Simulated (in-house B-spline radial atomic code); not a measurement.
# Cd⁶⁺: excited configurations

Aim: the energies of several excited configurations of Cd⁶⁺ above a reference configuration, each from its own self-consistent run.

Program: in-house B-spline radial atomic code version 1. Level of theory: Dirac-Hartree-Fock, average of configuration, Fermi nucleus, basis-set limit. These are calculated values, not measurements, unless marked.

### Step 1. The atom as given

```
element       : cadmium (Z = 48)
charge        : +6
electrons     : 42
configuration : [Kr] 4d6
Hamiltonian   : Dirac-Coulomb
nucleus       : Fermi, rms radius 4.609 fm
```

Outer shells as boxes (Hund's rule):

[Kr] 4d6
```
[Kr] core
4d [↑↓][↑ ][↑ ][↑ ][↑ ]
```

The boxes draw the filling by Hund's rule, which heavy ions in jj coupling don't follow; these runs average over all states of the configuration.

Input settings:

```ini
Z = 48
electrons = 42.0
configuration = [Kr] 4d6
hamiltonian = dirac
method = hf
spin_polarised = False
nucleus = fermi
rms_radius = 4.6087
mass_number = 114
atomic_mass = 113.903364998
speed_of_light = 137.035999084
```

The reference is known from an earlier run: -5583.422285 hartree in all. Up to eight levels, counted from the top:

| orbital | occupation | energy (eV) | <r> (bohr) |
| --- | --- | --- | --- |
| 3p3/2 | 4 | -741.74 | 0.3583 |
| 3d3/2 | 4 | -533.60 | 0.3315 |
| 3d5/2 | 6 | -526.46 | 0.3349 |
| 4s1/2 | 2 | -221.44 | 0.8633 |
| 4p1/2 | 2 | -179.45 | 0.9097 |
| 4p3/2 | 4 | -172.91 | 0.9334 |
| 4d3/2 | 2.4 | -109.34 | 1.074 |
| 4d5/2 | 3.6 | -108.40 | 1.083 |

### Step 2. [Ar] 3d10 4s2 4p5 4d6 7f1

Input settings:

```ini
Z = 48
electrons = 42.0
configuration = [Ar] 3d10 4s2 4p5 4d6 7f1
hamiltonian = dirac
method = hf
spin_polarised = False
nucleus = fermi
rms_radius = 4.6087
mass_number = 114
atomic_mass = 113.903364998
speed_of_light = 137.035999084
```

### Step 3. Configuration [Kr] 4d5 8g1

The settings differ from step 2 so:

```diff
@@ -2,3 +2,3 @@
 electrons = 42.0
-configuration = [Ar] 3d10 4s2 4p5 4d6 7f1
+configuration = [Kr] 4d5 8g1
 hamiltonian = dirac
```

### Step 4. Run with [Kr] 4d5 7d1

The settings differ from step 3 so:

```diff
@@ -2,3 +2,3 @@
 electrons = 42.0
-configuration = [Kr] 4d5 8g1
+configuration = [Kr] 4d5 7d1
 hamiltonian = dirac
```

### Step 5. [Ar] 3d9 4s2 4p6 4d6 5g1

The settings differ from step 4 so:

```diff
@@ -2,3 +2,3 @@
 electrons = 42.0
-configuration = [Kr] 4d5 7d1
+configuration = [Ar] 3d9 4s2 4p6 4d6 5g1
 hamiltonian = dirac
```

### Step 6. [Ar] 3d10 4s2 4p5 4d7

The settings differ from step 5 so:

```diff
@@ -2,3 +2,3 @@
 electrons = 42.0
-configuration = [Ar] 3d9 4s2 4p6 4d6 5g1
+configuration = [Ar] 3d10 4s2 4p5 4d7
 hamiltonian = dirac
```

### Step 7. Configuration [Ar] 3d9 4s2 4p6 4d6 4f1

The settings differ from step 6 so:

```diff
@@ -2,3 +2,3 @@
 electrons = 42.0
-configuration = [Ar] 3d10 4s2 4p5 4d7
+configuration = [Ar] 3d9 4s2 4p6 4d6 4f1
 hamiltonian = dirac
```

### Step 8. Run with [Ar] 3d9 4s2 4p6 4d6 8g1

The settings differ from step 7 so:

```diff
@@ -2,3 +2,3 @@
 electrons = 42.0
-configuration = [Ar] 3d9 4s2 4p6 4d6 4f1
+configuration = [Ar] 3d9 4s2 4p6 4d6 8g1
 hamiltonian = dirac
```

### Step 9. [Ar] 3d10 4s2 4p5 4d6 8s1

The settings differ from step 8 so:

```diff
@@ -2,3 +2,3 @@
 electrons = 42.0
-configuration = [Ar] 3d9 4s2 4p6 4d6 8g1
+configuration = [Ar] 3d10 4s2 4p5 4d6 8s1
 hamiltonian = dirac
```

How far above the reference does each configuration lie (order and size, in eV)?

As calculated:

| net move | configuration | energy above the reference (eV) | with Breit, QED, recoil (eV) | largest <r> (bohr) |
| --- | --- | --- | --- | --- |
| 4p → 4d | [Ar] 3d10 4s2 4p5 4d7 | 65.495 | 65.360 | 1.08 |
| 4d → 7d | [Kr] 4d5 7d1 | 87.461 | 87.469 | 6.75 |
| 4d → 8g | [Kr] 4d5 8g1 | 97.085 | 97.093 | 12.2 |
| 4p → 8s | [Ar] 3d10 4s2 4p5 4d6 8s1 | 154.88 | 154.76 | 7.76 |
| 4p → 7f | [Ar] 3d10 4s2 4p5 4d6 7f1 | 157.90 | 157.77 | 8.33 |
| 3d → 4f | [Ar] 3d9 4s2 4p6 4d6 4f1 | 466.25 | 466.06 | 1.65 |
| 3d → 5g | [Ar] 3d9 4s2 4p6 4d6 5g1 | 491.00 | 490.83 | 3.88 |
| 3d → 8g | [Ar] 3d9 4s2 4p6 4d6 8g1 | 507.30 | 507.14 | 12.2 |

Quantum defects of the promoted electron, δ = n − ζ/√(−2ε) with ζ = 7 and ε its orbital energy in hartree:

| promotion | δ |
| --- | --- |
| 4d → 7d | 1.243 |
| 4d → 8g | 0.027 |
| 4p → 8s | 1.996 |
| 4p → 7f | 0.437 |
| 3d → 5g | 0.012 |
| 3d → 8g | 0.027 |

**Reading.** The lowest of them is 4p → 4d at 65.495 eV and the highest 3d → 8g at 507.30 eV. 5 of them lie more than 2 % above the ionisation threshold that Koopmans' theorem gives (108.40 eV), where such states can decay by emitting an electron. Of those tabulated, the defect is largest for 8s (2.00) and least for 5g (0.01): low angular momentum penetrates the core, high angular momentum stays outside it. Two partly filled shells share a symmetry and can mix in the average, which may lower the energy, for: 4d → 7d; 3d → 4f; 3d → 5g; 3d → 8g. These are averages over configurations, without correlation, not spectroscopic levels.
